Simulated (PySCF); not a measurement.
# CoO₂: doublet, from a side-on start

Aim: relax CoO₂ as a doublet from a side-on start, check by its vibrations whether the end is a minimum, and collect its spectrum and constants.

Computed with PySCF 2.14.0. Level: PBE0, basis Co def2-TZVP, O def2-TZVP, no relativity, density fitting.

## (1) The system as given

3 atoms, charge 0, spin multiplicity 2.

Bond lengths: Co1–O2 1.775 Å, Co1–O3 1.775 Å, O2–O3 1.400 Å. Angles: O2–Co1–O3 46.5°, Co1–O2–O3 66.8°, Co1–O3–O2 66.8°.

Coordinates in bohr (charge 0 multiplicity 2):
```
Co    0.0000    0.0000    0.0000
O     1.3228    0.0000    3.0820
O    -1.3228    0.0000    3.0820
```

## (2) Finding the electronic state

The steps below are one call of a driver around PySCF. For each, scf.py gives the equivalent set-up of the SCF; relaxations use the driver's own optimiser. After this first run the driver tries any further starts and a stability analysis.

scf.py

```python
from pyscf import gto, scf, dft
mol = gto.M(atom='''
Co     0.000000     0.000000     0.000000
O      0.700000     0.000000     1.630920
O     -0.700000     0.000000     1.630920''',
    basis={'Co': 'def2-TZVP', 'O': 'def2-TZVP'},
    charge=0, spin=1)
mf = dft.UKS(mol, xc='PBE0')
mf.grids.atom_grid = (50, 194)
aux = {'Co': 'def2-universal-JKFIT', 'O': 'def2-universal-JKFIT'}
mf = mf.density_fit(auxbasis=aux)
mf.conv_tol = 1e-08
mf.diis_space = 10
mf.max_cycle = 60
mf.init_guess = 'minao'
mf.verbose = 4
mf.kernel()
```

The run is started by

```
$ OMP_NUM_THREADS=4 python axn.py task.json out
```

Standard output:

```text
[... the frontier levels of the middle cycles are left out ...]
init E= -1532.03692148156
[... the frontier-level lines of each cycle are left out ...]
cycle= 1 E= -1514.61957750472  delta_E= 17.4  |g|= 5.64  |ddm|=  6.6
cycle= 2 E= -1453.31120975562  delta_E= 61.3  |g|= 13.7  |ddm|= 12.2
cycle= 3 E= -1503.68060911016  delta_E= -50.4  |g|= 10.3  |ddm|= 7.11
cycle= 4 E= -1509.82206257898  delta_E= -6.14  |g|= 9.08  |ddm|= 1.46
cycle= 5 E= -1522.26318211632  delta_E= -12.4  |g|= 6.82  |ddm|= 4.31
cycle= 6 E= -1520.57270002279  delta_E= 1.69  |g|= 6.64  |ddm|= 2.64
cycle= 7 E= -1522.05667580019  delta_E= -1.48  |g|= 6.32  |ddm|= 0.694
cycle= 8 E= -1523.00188525976  delta_E= -0.945  |g|= 5.99  |ddm|= 0.468
cycle= 9 E= -1527.77697001382  delta_E= -4.78  |g|= 4.61  |ddm|= 2.99
cycle= 10 E= -1529.48834648769  delta_E= -1.71  |g|= 3.58  |ddm|= 0.384
cycle= 11 E= -1531.30858329487  delta_E= -1.82  |g|= 2.49  |ddm|= 0.539
cycle= 12 E= -1521.32712506422  delta_E= 9.98  |g|= 5.18  |ddm|= 4.47
cycle= 13 E= -1531.21254718363  delta_E= -9.89  |g|= 2.45  |ddm|= 4.47
cycle= 14 E= -1531.31560803858  delta_E= -0.103  |g|= 2.37  |ddm|= 0.142
[... 4 cycles left out ...]
cycle= 19 E= -1532.73025191752  delta_E= -0.00308  |g|= 0.0282  |ddm|= 0.0927
cycle= 20 E= -1532.73124415851  delta_E= -0.000992  |g|= 0.00852  |ddm|= 0.0619
cycle= 21 E= -1532.73155879196  delta_E= -0.000315  |g|= 0.0157  |ddm|= 0.0398
cycle= 22 E= -1532.73165991119  delta_E= -0.000101  |g|= 0.0149  |ddm|= 0.0112
cycle= 23 E= -1532.73174796155  delta_E= -8.81e-05  |g|= 0.014  |ddm|= 0.0101
cycle= 24 E= -1532.73225953628  delta_E= -0.000512  |g|= 0.0116  |ddm|= 0.0684
cycle= 25 E= -1532.73275342911  delta_E= -0.000494  |g|= 0.0132  |ddm|= 0.156
cycle= 26 E= -1532.73278178376  delta_E= -2.84e-05  |g|= 0.00812  |ddm|= 0.0139
cycle= 27 E= -1532.73280233874  delta_E= -2.06e-05  |g|= 0.00255  |ddm|= 0.0161
cycle= 28 E= -1532.73280579062  delta_E= -3.45e-06  |g|= 0.000937  |ddm|= 0.00599
cycle= 29 E= -1532.73280625834  delta_E= -4.68e-07  |g|= 0.000219  |ddm|= 0.00212
cycle= 30 E= -1532.7328063119  delta_E= -5.36e-08  |g|= 5.04e-05  |ddm|= 0.000721
cycle= 31 E= -1532.73280631827  delta_E= -6.37e-09  |g|= 0.00011  |ddm|= 0.000365
cycle= 32 E= -1532.73280632242  delta_E= -4.15e-09  |g|= 1.41e-05  |ddm|= 0.000123
Extra cycle  E= -1532.73280632222  delta_E= 2e-10  |g|= 4.84e-05  |ddm|= 4.15e-05
converged SCF energy = -1532.73280632222  <S^2> = 1.9485338  2S+1 = 2.9654907
```

This step, with its further starts and checks, ran for 33 s (4 threads of Arm Neoverse N1, shared host).

Energies from each starting density:

```
                      start   energy (Eh)
    the minimal-basis guess  -1532.732806
a thermally smeared density  -1532.742137
      a smeared PBE density  -1532.742137
```

This is not the lowest solution: one lies 32.3 kJ/mol lower, at -1532.74510 Eh, and the relaxation starts from that.

## (3) Relaxing the doublet from the side-on start

The program finds C2v symmetry in the start, which this walk keeps. Threshold on the gradient: 0.0003 Eh/bohr, with a further test on the energy change.

scf.py: that of step 2 with these lines changed.

```diff
@@ -3,3 +3,3 @@
-Co     0.000000     0.000000     0.000000
-O      0.700000     0.000000     1.630920
-O     -0.700000     0.000000     1.630920''',
+Co     0.000000     0.000000    -0.573813
+O      0.700000     0.000000     1.057107
+O     -0.700000     0.000000     1.057107''',
@@ -15 +14,0 @@
-mf.init_guess = 'minao'
```

Energy and gradient, step by step:

```
step   energy (Eh)  change (kJ/mol)  largest symmetric gradient (Eh/bohr)
   0  -1532.745096             0.00                               0.01363
   1  -1532.745794            -1.83                               0.01023
   2  -1532.746035            -2.47                               0.00486
   3  -1532.746112            -2.67                               0.00097
   4  -1532.746114            -2.67                               0.00004
```

The walk took 19 s.

Positions (Å) and forces (eV/Å) along the way, with the part that breaks the symmetry left in:

```
step 0
Co   0.000   0.000  -0.574  -0.307   0.000  -0.701
O    0.700   0.000   1.057  -0.440   0.000   0.710
O   -0.700   0.000   1.057   0.747   0.000  -0.009
step 1
Co   0.000   0.000  -0.586  -0.293   0.000  -0.526
O    0.687   0.000   1.063   0.196   0.000   0.618
O   -0.687   0.000   1.063   0.097   0.000  -0.092
step 2
Co   0.000   0.000  -0.599  -0.273   0.000  -0.250
O    0.683   0.000   1.070   0.317   0.000   0.462
O   -0.683   0.000   1.070  -0.044   0.000  -0.212
step 3
Co   0.000   0.000  -0.608  -0.260   0.000  -0.040
O    0.684   0.000   1.074   0.180   0.001   0.343
O   -0.684   0.000   1.074   0.080   0.000  -0.302
step 4
Co   0.000   0.000  -0.609  -0.257   0.000  -0.001
O    0.684   0.000   1.075   0.130   0.001   0.320
O   -0.684   0.000   1.075   0.127   0.000  -0.319
```

After 4 steps and 2.7 kJ/mol it ends at C2v: Co–O 1.818 Å (×2), O–O 1.368 Å; Co–O–O 67.9° (×2), O–Co–O 44.2°. A gradient of 0.0062 Eh/bohr that breaks the symmetry is left: this electronic state wants a lower symmetry.

## (4) Releasing the symmetry

The geometry is nudged along the force that breaks the symmetry.

The program finds Cs symmetry in the start, which may break. The walk stops when the largest gradient is under 0.0003 Eh/bohr and the energy has settled too.

scf.py: that of step 3 with these lines changed.

```diff
@@ -3,3 +3,3 @@
-Co     0.000000     0.000000    -0.573813
-O      0.700000     0.000000     1.057107
-O     -0.700000     0.000000     1.057107''',
+Co    -0.010557    -0.000008    -0.592607
+O      0.703653     0.000051     1.116604
+O     -0.664757    -0.000023     1.066855''',
```

Energy and gradient, step by step:

```
step   energy (Eh)  change (kJ/mol)  largest gradient (Eh/bohr)
   0  -1532.746553             0.00                     0.00096
   1  -1532.746554             0.00                     0.00015
```

The walk took 5.9 s.

End point (Cs, 1 steps, 0.0 kJ/mol gained): Co–O 1.784 Å, Co–O 1.852 Å, O–O 1.368 Å; Co–O–O 65.3°, Co–O–O 70.6°, O–Co–O 44.1°.

## (5) Is it a minimum? Harmonic modes

The point is checked on the finer grid, and tightened if its gradient asks for it. The Hessian and the dipole derivatives come from central differences of analytic gradients, with steps of 0.02 bohr.

scf.py: that of step 4 with these lines changed.

```diff
@@ -3,3 +3,3 @@
-Co    -0.010557    -0.000008    -0.592607
-O      0.703653     0.000051     1.116604
-O     -0.664757    -0.000023     1.066855''',
+Co    -0.010971    -0.000008    -0.592756
+O      0.703173     0.000051     1.117317
+O     -0.663746    -0.000023     1.066516''',
@@ -9 +9 @@
-mf.grids.atom_grid = (50, 194)
+mf.grids.atom_grid = (75, 302)
@@ -12 +12 @@
-mf.conv_tol = 1e-08
+mf.conv_tol = 1e-10
```

This SCF starts from the last density.

Log of the central SCF (cycles and frontier levels):

```text
init E= -1532.74645704003
[... the frontier-level lines of each cycle are left out ...]
cycle= 1 E= -1532.74645704003  delta_E= 1.36e-12  |g|= 1.13e-05  |ddm|= 7.87e-06
cycle= 2 E= -1532.74645703962  delta_E= 4.03e-10  |g|= 4.4e-05  |ddm|= 1.97e-05
cycle= 3 E= -1532.74645704007  delta_E= -4.47e-10  |g|= 1.63e-06  |ddm|= 1.56e-05
cycle= 4 E= -1532.74645704007  delta_E= -2.73e-12  |g|= 1.52e-06  |ddm|= 2.73e-06
Extra cycle  E= -1532.74645704008  delta_E= -1.05e-11  |g|= 1.89e-06  |ddm|= 5.33e-06
converged SCF energy = -1532.74645704008  <S^2> = 1.2488972  2S+1 = 2.4485892
```

The whole step took 100 s.

Geometry: Cs; Co–O 1.783 Å, Co–O 1.853 Å, O–O 1.368 Å; Co–O–O 65.2°, Co–O–O 70.7°, O–Co–O 44.1°.

Modes, for the most abundant isotopes:

```
symmetry  ω (cm⁻¹)  IR (km/mol)  μ (u)
      a'       383          2.1  19.17
      a'       458          9.1  18.55
      a'      1053         84.3  16.07
```

Every mode is real; the point is a minimum.

Properties at this point:

```
Dipole moment                                                   : 5.59 D
Highest occupied level                                          : -5.66 eV
Lowest empty level                                              : -2.78 eV
Rotational constants                                            : 1.131, 0.2861, 0.2283 cm⁻¹
Zero-point energy                                               : 11.3 kJ/mol
Principal polarisabilities                                      : 26.0, 27.1, 40.6 bohr³
Atomisation energy without zero-point energy                    : 584 kJ/mol
Principal traceless quadrupole moments about the centre of mass : -1.46, -0.95, 2.41 D Å
Entropy at 298.15 K and 1 bar (electronic part: spin only)      : 273.3 J/(mol K)
Heat capacity Cp at 298.15 K                                    : 46.5 J/(mol K)
Enthalpy at 298.15 K above 0 K                                  : 11.53 kJ/mol
Rotational symmetry number                                      : 1
Spin squared ⟨S²⟩                                               : 1.249
```

Charges (e) and bond orders:

```tsv
atom	Mulliken	Löwdin	polar tensor	spin (Mulliken)	Mayer order to Co1
Co1	0.61	0.35	0.60	1.53	–
O2	-0.30	-0.18	-0.28	-0.30	0.68
O3	-0.31	-0.16	-0.32	-0.23	0.81
```

Outer orbital energies (eV). α occupied: -11.60, -11.55, -9.20, -8.98, -8.11, -7.65, -7.40, -5.66; empty: -2.78, -2.39, 2.15, 2.84. β occupied: -12.76, -12.10, -11.34, -8.49, -7.15, -6.85, -6.18, -5.83; empty: -2.53, -0.88, -0.88, 2.32.

Mulliken populations on Co1: s 6.36, p 12.15, d 7.89, f 0.00.

## (6) Summary of results

| quantity | value |
| --- | --- |
| minimum | doublet, Cs |
| geometry | Co–O 1.783 Å, Co–O 1.853 Å, O–O 1.368 Å; Co–O–O 65.2°, Co–O–O 70.7°, O–Co–O 44.1° |
| wavenumbers (cm⁻¹) | 383 (a'), 458 (a'), 1053 (a') |
| dipole moment | 5.59 D |
| highest occupied, lowest empty level (either spin) | -5.66, -2.78 eV |
| polar-tensor charge of Co1 | +0.60 e |
| zero-point energy | 11.3 kJ/mol |
| entropy at 298.15 K | 273.3 J/(mol K) |
| atomisation energy (no zero-point energy) | 584 kJ/mol |
| ⟨S²⟩ | 1.249 |

**Reading.** From C2v at the start the molecule goes to a Cs minimum. The determinant is spin-contaminated (⟨S²⟩ = 1.25 against 0.75), so it is no pure spin state. In the infrared the band at 1053 cm⁻¹ (a') leads. With 5.6 D the molecule is strongly polar. Most of the spin sits on Co1 (Mulliken spin 1.53, against 1 for the whole molecule). The first SCF alone would have been 32 kJ/mol too high. Other starts or spin states, not run here, may lie lower. One determinant may miss the lowest occupation of an open d or f shell.

The search up to here ran for 2.6 min (4 threads of Arm Neoverse N1, shared host).
